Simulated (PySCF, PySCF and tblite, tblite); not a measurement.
# C5H9FOSi: a path driven as rotation about a bond, and NMR exchange, part 2 of 2

PySCF and tblite. Atoms count from 0. Earlier steps stand in the parts before.

## 9. Barriers, rates and exchange

The job: settings as JSON, then the geometry in Å.

```
{"job": {"smiles": "C=C/C(C)=C/O[SiH2]F", "charge": 0, "mult": 1, "motion": "rotation", "what": "diene or enone", "atoms": [1, 2], "drives": [{"terms": [["t", [0, 1, 2, 3], 0.25], ["t", [0, 1, 2, 4], 0.25], ["t", [10, 1, 2, 3], 0.25], ["t", [10, 1, 2, 4], 0.25]], "by": 180, "n": 12}], "study": "path", "level": {"kind": "nmr", "xc": "PBE0", "basis": "pcSseg-1", "solvent": "chloroform"}, "fields": [270, 600, 700], "first": 1, "seed": 657, "kind": "path"}, "charge": 0, "multiplicity": 1}
C     -2.947145    -0.717018    -0.659179
C     -1.962519     0.148235    -0.439723
C     -0.587455    -0.199461    -0.130716
C     -0.189821    -1.642010    -0.039268
C      0.303311     0.781202     0.067280
O      1.599410     0.541072     0.357946
Si     2.889791     1.461766     0.646886
F      3.993341     0.334101     0.894569
H     -3.945379    -0.383338    -0.883611
H     -2.799282    -1.782089    -0.624765
H     -2.167542     1.210374    -0.486948
H     -0.765843    -2.143713     0.736506
H      0.866782    -1.721970     0.198617
H     -0.378711    -2.146248    -0.985578
H      0.020086     1.825329     0.001885
H      3.300738     2.222559    -0.520731
H      2.763242     2.223240     1.877760
```

What it wrote:

```text
stationary points (kcal/mol above the start)
  n  kind          group   xTB      DFT    lowest mode
  0  minimum      Cs       0.00     0.00      28.7
  1  saddle       C1       5.19     7.45    -111.9
  2  minimum      C1       1.54     4.50      26.3

GFN2-xTB energies: T/K, barrier G, reaction G (kcal/mol), k forward, k back (1/s)
 150.00     4.69     1.19   9.22e+05   2.51e+07
 200.00     4.72     1.14   5.79e+07   5.07e+08
 250.00     4.77     1.09   7.08e+08   3.18e+09
 298.15     4.83     1.05    3.6e+09   1.06e+10
 350.00     4.90     1.01   1.26e+10   2.71e+10
 400.00     4.99     0.98   3.13e+10   5.36e+10
 500.00     5.19     0.93   1.12e+11   1.42e+11

PBE0/pcSseg-1 + D3(BJ), IEF-PCM chloroform energies: T/K, barrier G, reaction G (kcal/mol), k forward, k back (1/s)
 150.00     6.95     4.15        470   2.58e+08
 200.00     6.98     4.09   1.97e+05   2.91e+09
 250.00     7.03     4.05   7.49e+06   1.29e+10
 298.15     7.09     4.00   7.93e+07   3.42e+10
 350.00     7.16     3.97    4.9e+08   7.35e+10
 400.00     7.25     3.93   1.82e+09   1.29e+11
 500.00     7.45     3.88   1.15e+10   2.86e+11
```

Run time: 2.7 min. Hardware: 1 thread of Arm Neoverse N1, shared host; peak memory 0.96 GiB. This counts the whole study up to here.

Barriers by level (kcal/mol; entropies in cal/(mol K)). Zero-point and thermal terms come from xTB in every row. ΔG‡ leaves symmetry out; the rate counts equivalent paths (a factor of 2); effective ΔG‡, where given, is the barrier that would give that rate by Eyring's equation alone:

| level | ΔE‡ | with zero-point | ΔH‡ | ΔS‡ | ΔG‡ (298 K) | ΔE of reaction | k at 298 K (1/s) | effective ΔG‡ |
| --- | --- | --- | --- | --- | --- | --- | --- | --- |
| GFN2-xTB | 5.19 | 4.67 | 4.39 | -1.5 | 4.83 | 1.54 | 3.6e+09 | 4.42 |
| PBE0/pcSseg-1 + D3(BJ), IEF-PCM chloroform | 7.45 | 6.93 | 6.65 | -1.5 | 7.09 | 4.50 | 7.9e+07 | 6.68 |

Sites that the driver pairs across this motion, and where their lines would merge (no couplings; faster rotations or exchange between molecules can average them sooner):

| nucleus | sites: shielding (ppm) | proton frequency (MHz) | spread (Hz) | coalescence (K) | lines at 298 K |
| --- | --- | --- | --- | --- | --- |
| $^{13}$C | C4: 42.0; C4 (end): 48.7 | 700 | 1170 | not given | – |
| $^{13}$C | C3: 176.7; C3 (end): 170.9 | 700 | 1018 | not given | – |
| $^{13}$C | C2: 58.4; C2 (end): 62.3 | 700 | 686 | not given | – |
| $^{17}$O | O5: 212.0; O5 (end): 218.8 | 700 | 640 | not given | – |
| $^{13}$C | C0: 70.9; C0 (end): 74.0 | 700 | 531 | not given | – |
| $^{1}$H | H14: 24.80; H14 (end): 24.24 | 700 | 394 | not given | – |
| $^{1}$H | H9: 26.25; H9 (end): 25.90 | 700 | 248 | not given | – |
| $^{1}$H | H10: 25.09; H10 (end): 25.34 | 700 | 174 | not given | – |

A dash: the driver gave no coalescence for this row (it judged the minor form too scarce).

Rows that set an atom against itself at the end compare its shielding in the two forms.

Lines of quadrupolar nuclei are broad, so their coalescence could hardly be seen.

## 10. Shieldings, start: PBE0/6-311G**

The job: settings as JSON, then the geometry in Å.

```
{"job": {"kind": "nmr", "xc": "PBE0", "basis": "6-311G**", "pop": false}, "charge": 0, "multiplicity": 1}
C     -2.947145    -0.717018    -0.659179
C     -1.962519     0.148235    -0.439723
C     -0.587455    -0.199461    -0.130716
C     -0.189821    -1.642010    -0.039268
C      0.303311     0.781202     0.067280
O      1.599410     0.541072     0.357946
Si     2.889791     1.461766     0.646886
F      3.993341     0.334101     0.894569
H     -3.945379    -0.383338    -0.883611
H     -2.799282    -1.782089    -0.624765
H     -2.167542     1.210374    -0.486948
H     -0.765843    -2.143713     0.736506
H      0.866782    -1.721970     0.198617
H     -0.378711    -2.146248    -0.985578
H      0.020086     1.825329     0.001885
H      3.300738     2.222559    -0.520731
H      2.763242     2.223240     1.877760
```

What it wrote:

```text
coarse grid: 14808 points
cycle   1  E = -659.9779422598  dE =  1.069e+00  |g| = 8.567e-01  |ddm| = 3.330e+00
cycle   2  E = -659.8350010531  dE =  1.429e-01  |g| = 1.262e+00  |ddm| = 1.648e+00
cycle   3  E = -660.1101287392  dE = -2.751e-01  |g| = 8.834e-02  |ddm| = 1.090e+00
cycle   4  E = -660.1114165499  dE = -1.288e-03  |g| = 3.898e-02  |ddm| = 9.701e-02
cycle   5  E = -660.1117483662  dE = -3.318e-04  |g| = 1.440e-02  |ddm| = 4.159e-02
cycle   6  E = -660.1117915133  dE = -4.315e-05  |g| = 4.515e-03  |ddm| = 1.271e-02
cycle   7  E = -660.1117960068  dE = -4.493e-06  |g| = 6.723e-04  |ddm| = 3.454e-03
final grid: 139128 points
cycle   8  E = -660.1188088320  dE = -6.035e-05  |g| = 9.338e-03  |ddm| = 4.567e-02
cycle   9  E = -660.1187958802  dE =  1.295e-05  |g| = 1.245e-02  |ddm| = 1.589e-02
cycle  10  E = -660.1188254958  dE = -2.962e-05  |g| = 2.138e-03  |ddm| = 1.040e-02
cycle  11  E = -660.1188264433  dE = -9.476e-07  |g| = 3.335e-04  |ddm| = 1.826e-03
cycle  12  E = -660.1188264591  dE = -1.575e-08  |g| = 2.053e-04  |ddm| = 3.648e-04
cycle  13  E = -660.1188264697  dE = -1.065e-08  |g| = 3.512e-05  |ddm| = 1.786e-04
cycle  14  E = -660.1188264700  dE = -2.797e-10  |g| = 1.587e-05  |ddm| = 4.075e-05
converged SCF energy = -660.1188264700

GIAO shielding tensors (ppm)
atom      isotropic    diamagn.    paramagn.     s11        s22        s33       span
  0 C       76.020     252.482    -176.462    -27.633     80.860    174.831    202.463
  1 C       49.101     252.344    -203.243    -64.009     55.444    155.869    219.878
  2 C       61.536     258.711    -197.176    -32.207     58.376    158.438    190.644
  3 C      179.869     246.340     -66.470    163.401    187.227    188.979     25.579
  4 C       49.729     254.415    -204.687    -34.911     78.293    105.804    140.714
  5 O      218.105     394.660    -176.555    153.445    238.855    262.015    108.570
  6 Si     374.611     878.478    -503.867    347.020    378.087    398.726     51.706
  7 F      357.203     466.804    -109.601    276.290    374.387    420.933    144.643
  8 H       26.872      29.139      -2.268     24.909     25.733     29.974      5.065
  9 H       26.669      32.026      -5.357     23.792     25.018     31.197      7.405
 10 H       25.518      31.974      -6.456     23.661     23.863     29.030      5.370
 11 H       30.572      31.379      -0.807     26.569     28.263     36.884     10.314
 12 H       29.188      31.652      -2.464     23.429     30.264     33.872     10.444
 13 H       30.571      31.377      -0.806     26.570     28.258     36.884     10.315
 14 H       25.383      33.364      -7.982     21.581     25.063     29.504      7.922
 15 H       26.743      28.825      -2.082     23.630     24.521     32.077      8.447
 16 H       26.744      28.826      -2.082     23.631     24.522     32.078      8.447
```

It took 43 s on 1 thread of Arm Neoverse N1, shared host; peak memory 0.88 GiB.

In short: HOMO -6.19 eV, LUMO -0.43 eV; dipole 2.11 D.

## 11. Single-point energy, saddle of leg 1: PBE0/6-311G**

The job: settings as JSON, then the geometry in Å.

```
{"job": {"kind": "sp", "xc": "PBE0", "basis": "6-311G**", "pop": false}, "charge": 0, "multiplicity": 1}
C     -2.940387    -0.256470    -0.018702
C     -1.905920    -0.101029    -0.823923
C     -0.504404    -0.335416    -0.413590
C     -0.020987    -1.753720    -0.477194
C      0.267006     0.672545    -0.021352
O      1.558355     0.497440     0.356090
Si     2.717638     1.476357     0.891617
F      3.908722     0.428941     1.086474
H     -3.952745    -0.102480    -0.351843
H     -2.813186    -0.541203     1.012718
H     -2.053770     0.182592    -1.859334
H     -0.632215    -2.383951     0.167577
H      1.016080    -1.812618    -0.160343
H     -0.107884    -2.134228    -1.494474
H     -0.104314     1.689090     0.018598
H      3.148851     2.436448    -0.110989
H      2.419159     2.037702     2.198671
```

What it wrote:

```text
coarse grid: 14808 points
cycle   1  E = -659.9703216792  dE =  1.050e+00  |g| = 8.528e-01  |ddm| = 3.315e+00
cycle   2  E = -659.8312085668  dE =  1.391e-01  |g| = 1.257e+00  |ddm| = 1.610e+00
cycle   3  E = -660.0988647363  dE = -2.677e-01  |g| = 9.882e-02  |ddm| = 1.069e+00
cycle   4  E = -660.1003210638  dE = -1.456e-03  |g| = 5.030e-02  |ddm| = 1.093e-01
cycle   5  E = -660.1008220946  dE = -5.010e-04  |g| = 2.131e-02  |ddm| = 5.282e-02
cycle   6  E = -660.1009185245  dE = -9.643e-05  |g| = 4.227e-03  |ddm| = 1.679e-02
cycle   7  E = -660.1009222106  dE = -3.686e-06  |g| = 1.335e-03  |ddm| = 3.472e-03
final grid: 139128 points
cycle   8  E = -660.1074401788  dE = -4.148e-05  |g| = 9.970e-03  |ddm| = 2.748e-02
cycle   9  E = -660.1074216666  dE =  1.851e-05  |g| = 1.402e-02  |ddm| = 1.625e-02
cycle  10  E = -660.1074586370  dE = -3.697e-05  |g| = 2.026e-03  |ddm| = 1.080e-02
cycle  11  E = -660.1074595001  dE = -8.631e-07  |g| = 3.263e-04  |ddm| = 1.632e-03
cycle  12  E = -660.1074595131  dE = -1.307e-08  |g| = 2.151e-04  |ddm| = 3.485e-04
cycle  13  E = -660.1074595249  dE = -1.181e-08  |g| = 2.756e-05  |ddm| = 1.770e-04
cycle  14  E = -660.1074595251  dE = -1.560e-10  |g| = 1.206e-05  |ddm| = 2.936e-05
converged SCF energy = -660.1074595251
```

Wall time 22 s (1 thread of Arm Neoverse N1, shared host); peak memory 0.7 GiB.

In short: HOMO -6.56 eV, LUMO 0.16 eV; dipole 2.24 D.

## 12. Shieldings, end: PBE0/6-311G**

The job: settings as JSON, then the geometry in Å.

```
{"job": {"kind": "nmr", "xc": "PBE0", "basis": "6-311G**", "pop": false}, "charge": 0, "multiplicity": 1}
C     -2.840962     0.350174    -0.097839
C     -1.960205    -0.504519    -0.605693
C     -0.525020    -0.543393    -0.360459
C      0.185118    -1.799895    -0.774109
C      0.140950     0.481813     0.182647
O      1.472539     0.440252     0.408233
Si     2.554917     1.473136     1.005953
F      3.880531     0.587854     0.902836
H     -3.886295     0.287590    -0.346180
H     -2.562134     1.134721     0.583693
H     -2.316185    -1.288306    -1.262822
H     -0.236171    -2.659020    -0.253338
H      1.244096    -1.731478    -0.543789
H      0.065894    -1.963565    -1.844689
H     -0.351691     1.403999     0.459546
H      2.743723     2.635773     0.155303
H      2.332296     1.758030     2.413422
```

What it wrote:

```text
coarse grid: 14808 points
cycle   1  E = -659.9733604684  dE =  1.065e+00  |g| = 8.531e-01  |ddm| = 3.334e+00
cycle   2  E = -659.8384842010  dE =  1.349e-01  |g| = 1.248e+00  |ddm| = 1.679e+00
cycle   3  E = -660.1034961580  dE = -2.650e-01  |g| = 9.744e-02  |ddm| = 1.110e+00
cycle   4  E = -660.1049493557  dE = -1.453e-03  |g| = 4.721e-02  |ddm| = 1.084e-01
cycle   5  E = -660.1054080917  dE = -4.587e-04  |g| = 2.063e-02  |ddm| = 5.031e-02
cycle   6  E = -660.1055024033  dE = -9.431e-05  |g| = 3.662e-03  |ddm| = 1.718e-02
cycle   7  E = -660.1055051728  dE = -2.770e-06  |g| = 9.559e-04  |ddm| = 3.047e-03
final grid: 139128 points
cycle   8  E = -660.1116909716  dE = -4.661e-05  |g| = 9.203e-03  |ddm| = 3.300e-02
cycle   9  E = -660.1116766224  dE =  1.435e-05  |g| = 1.258e-02  |ddm| = 1.533e-02
cycle  10  E = -660.1117069285  dE = -3.031e-05  |g| = 2.098e-03  |ddm| = 1.031e-02
cycle  11  E = -660.1117078640  dE = -9.355e-07  |g| = 3.044e-04  |ddm| = 1.776e-03
cycle  12  E = -660.1117078765  dE = -1.245e-08  |g| = 1.890e-04  |ddm| = 3.309e-04
cycle  13  E = -660.1117078855  dE = -9.019e-09  |g| = 2.910e-05  |ddm| = 1.647e-04
cycle  14  E = -660.1117078857  dE = -1.642e-10  |g| = 1.466e-05  |ddm| = 3.430e-05
converged SCF energy = -660.1117078857

GIAO shielding tensors (ppm)
atom      isotropic    diamagn.    paramagn.     s11        s22        s33       span
  0 C       79.859     254.044    -174.184    -27.860     91.899    175.539    203.399
  1 C       48.551     251.009    -202.458    -67.715     61.867    151.501    219.217
  2 C       65.771     259.059    -193.288    -33.279     70.758    159.835    193.114
  3 C      174.025     244.915     -70.890    160.838    173.318    187.919     27.081
  4 C       55.448     255.940    -200.492    -34.763     82.760    118.346    153.108
  5 O      223.773     394.390    -170.617    156.764    241.188    273.366    116.602
  6 Si     374.536     878.511    -503.975    347.518    376.898    399.192     51.674
  7 F      357.353     466.505    -109.152    276.425    374.729    420.905    144.480
  8 H       26.994      29.081      -2.087     24.629     25.861     30.491      5.862
  9 H       26.439      33.363      -6.925     24.142     24.944     30.230      6.087
 10 H       25.689      30.645      -4.955     23.383     23.864     29.821      6.437
 11 H       30.632      30.060       0.572     26.900     28.288     36.710      9.810
 12 H       29.254      31.037      -1.783     23.660     30.475     33.626      9.966
 13 H       30.652      30.211       0.442     26.911     28.155     36.892      9.981
 14 H       24.786      34.777      -9.991     20.515     24.406     29.435      8.920
 15 H       26.718      29.086      -2.368     23.651     24.507     31.996      8.345
 16 H       26.728      29.163      -2.435     23.544     24.557     32.084      8.540
```

Run time: 43 s. Hardware: 1 thread of Arm Neoverse N1, shared host; peak memory 0.89 GiB.

This run: HOMO -6.11 eV, LUMO -0.62 eV; dipole 1.97 D.

## 13. Second level: PBE0/6-311G** + D3(BJ)

The job: settings as JSON, then the geometry in Å.

```
{"job": {"smiles": "C=C/C(C)=C/O[SiH2]F", "charge": 0, "mult": 1, "motion": "rotation", "what": "diene or enone", "atoms": [1, 2], "drives": [{"terms": [["t", [0, 1, 2, 3], 0.25], ["t", [0, 1, 2, 4], 0.25], ["t", [10, 1, 2, 3], 0.25], ["t", [10, 1, 2, 4], 0.25]], "by": 180, "n": 12}], "study": "path", "level": {"kind": "nmr", "xc": "PBE0", "basis": "6-311G**", "wide": true}, "fields": [270, 600, 700], "first": 1, "seed": 657, "kind": "pathvar"}, "charge": 0, "multiplicity": 1}
C     -2.947145    -0.717018    -0.659179
C     -1.962519     0.148235    -0.439723
C     -0.587455    -0.199461    -0.130716
C     -0.189821    -1.642010    -0.039268
C      0.303311     0.781202     0.067280
O      1.599410     0.541072     0.357946
Si     2.889791     1.461766     0.646886
F      3.993341     0.334101     0.894569
H     -3.945379    -0.383338    -0.883611
H     -2.799282    -1.782089    -0.624765
H     -2.167542     1.210374    -0.486948
H     -0.765843    -2.143713     0.736506
H      0.866782    -1.721970     0.198617
H     -0.378711    -2.146248    -0.985578
H      0.020086     1.825329     0.001885
H      3.300738     2.222559    -0.520731
H      2.763242     2.223240     1.877760
```

What it wrote:

```text
stationary points (kcal/mol above the start)
  n  kind          group   xTB      DFT    lowest mode
  0  minimum      Cs       0.00     0.00      28.7
  1  saddle       C1       5.19     7.18    -111.9
  2  minimum      C1       1.54     4.49      26.3

GFN2-xTB energies: T/K, barrier G, reaction G (kcal/mol), k forward, k back (1/s)
 150.00     4.69     1.19   9.22e+05   2.51e+07
 200.00     4.72     1.14   5.79e+07   5.07e+08
 250.00     4.77     1.09   7.08e+08   3.18e+09
 298.15     4.83     1.05    3.6e+09   1.06e+10
 350.00     4.90     1.01   1.26e+10   2.71e+10
 400.00     4.99     0.98   3.13e+10   5.36e+10
 500.00     5.19     0.93   1.12e+11   1.42e+11

PBE0/pcSseg-1 + D3(BJ), IEF-PCM chloroform energies: T/K, barrier G, reaction G (kcal/mol), k forward, k back (1/s)
 150.00     6.95     4.15        470   2.58e+08
 200.00     6.98     4.09   1.97e+05   2.91e+09
 250.00     7.03     4.05   7.49e+06   1.29e+10
 298.15     7.09     4.00   7.93e+07   3.42e+10
 350.00     7.16     3.97    4.9e+08   7.35e+10
 400.00     7.25     3.93   1.82e+09   1.29e+11
 500.00     7.45     3.88   1.15e+10   2.86e+11

PBE0/6-311G** + D3(BJ) energies: T/K, barrier G, reaction G (kcal/mol), k forward, k back (1/s)
 150.00     6.68     4.14   1.17e+03   6.26e+08
 200.00     6.71     4.08    3.9e+05   5.67e+09
 250.00     6.76     4.04    1.3e+07   2.19e+10
 298.15     6.81     4.00   1.26e+08   5.34e+10
 350.00     6.89     3.96   7.25e+08   1.07e+11
 400.00     6.98     3.93   2.57e+09   1.79e+11
 500.00     7.18     3.88   1.51e+10   3.74e+11
```

It took 4.5 min on 1 thread of Arm Neoverse N1, shared host; peak memory 0.96 GiB. This counts the runs that the step sums up.

Barriers by level (kcal/mol; entropies in cal/(mol K)). Zero-point and thermal terms come from xTB in every row. ΔG‡ leaves symmetry out; the rate counts equivalent paths (a factor of 2); effective ΔG‡, where given, is the barrier that would give that rate by Eyring's equation alone:

| level | ΔE‡ | with zero-point | ΔH‡ | ΔS‡ | ΔG‡ (298 K) | ΔE of reaction | k at 298 K (1/s) | effective ΔG‡ |
| --- | --- | --- | --- | --- | --- | --- | --- | --- |
| GFN2-xTB | 5.19 | 4.67 | 4.39 | -1.5 | 4.83 | 1.54 | 3.6e+09 | 4.42 |
| PBE0/pcSseg-1 + D3(BJ), IEF-PCM chloroform | 7.45 | 6.93 | 6.65 | -1.5 | 7.09 | 4.50 | 7.9e+07 | 6.68 |
| PBE0/6-311G** + D3(BJ) | 7.18 | 6.66 | 6.38 | -1.5 | 6.81 | 4.49 | 1.3e+08 | 6.40 |

## 14. Summary of results

What follows sums up all 2 parts.

| quantity | value |
| --- | --- |
| barrier (PBE0/pcSseg-1 + D3(BJ), IEF-PCM chloroform) | ΔE‡ 7.5, ΔG‡(298 K) 7.1 kcal/mol |
| barrier (GFN2-xTB) | ΔE‡ 5.2 kcal/mol |
| rate at 298 K | 7.9e+07 s⁻¹ |
| end of the path | 4.5 kcal/mol from the start |

In words: DFT puts the top 7.5 kcal/mol above the start (xTB: 5.2); the rate from the DFT barrier is 7.9e+07 s⁻¹ at 298 K. An error of 1.4 kcal/mol changes that rate tenfold. PBE0/6-311G** + D3(BJ) moves the barrier from 7.5 to 7.2 kcal/mol.
